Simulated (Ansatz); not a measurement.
# H4In: the cost of one run

Computed with Ansatz 0.2.0, Gaussian basis. Level: the settings change from run to run.

23 further runs of the same task are left out: 2 for a known fault of the program, 1 that didn't finish, 20 set aside as unsound or not needed. Runs told in other sessions of the task aren't counted.

## Step 1: The geometry

The geometry is a PBE0/def2-TZVPD stationary point (not a proven minimum) with its atoms shifted at random (size 0.040 Å). No spin-orbit coupling is included. Elements past krypton take def2 core potentials.

5 atoms, charge -1, spin multiplicity 3.

Atoms are counted from 1 here; the program's logs count them from 0.

Bond lengths: In1–H2 1.778 Å, In1–H3 1.715 Å, In1–H4 1.843 Å, In1–H5 1.775 Å. Angles: H2–In1–H3 90.4°, H2–In1–H4 178.8°, H2–In1–H5 93.7°, H3–In1–H4 89.2°, H3–In1–H5 175.7°, H4–In1–H5 86.7°.

## Step 2: CISD/def2-SVPD

Contents of in.yaml:

```yaml
crystal:
  periodic: [false, false, false]
  atoms:
    - {symbol: In, position_ang: [0.000911, -0.000033, 0.001394]}
    - {symbol: H, position_ang: [1.263177, -0.016176, 1.253341]}
    - {symbol: H, position_ang: [-1.215059, 0.043134, 1.210727]}
    - {symbol: H, position_ang: [-1.317835, -0.019680, -1.285670]}
    - {symbol: H, position_ang: [1.165980, -0.003501, -1.337160]}
basis:
  gaussian: {orbitals: def2-SVPD}
total_charge: -1
magnetization: {spin_polarized: false, initial_magnetization: 2}
correlation: {active_space: {ras: {orbitals: [3, 2, 50], electrons: 8, max_holes: 2, max_particles: 2}, fixed_orbitals: true}}
accuracy: high
output: {forces: true}
```

The run is started by

```
ansatz run in.yaml --threads 1 --pin off --events-out ev --progress --plain --max-ram 2393MiB
```

Q: Estimate wall time and peak memory on 1 thread of Arm Neoverse V2, shared host.

About 13 s, with a peak of 0.49 GiB.
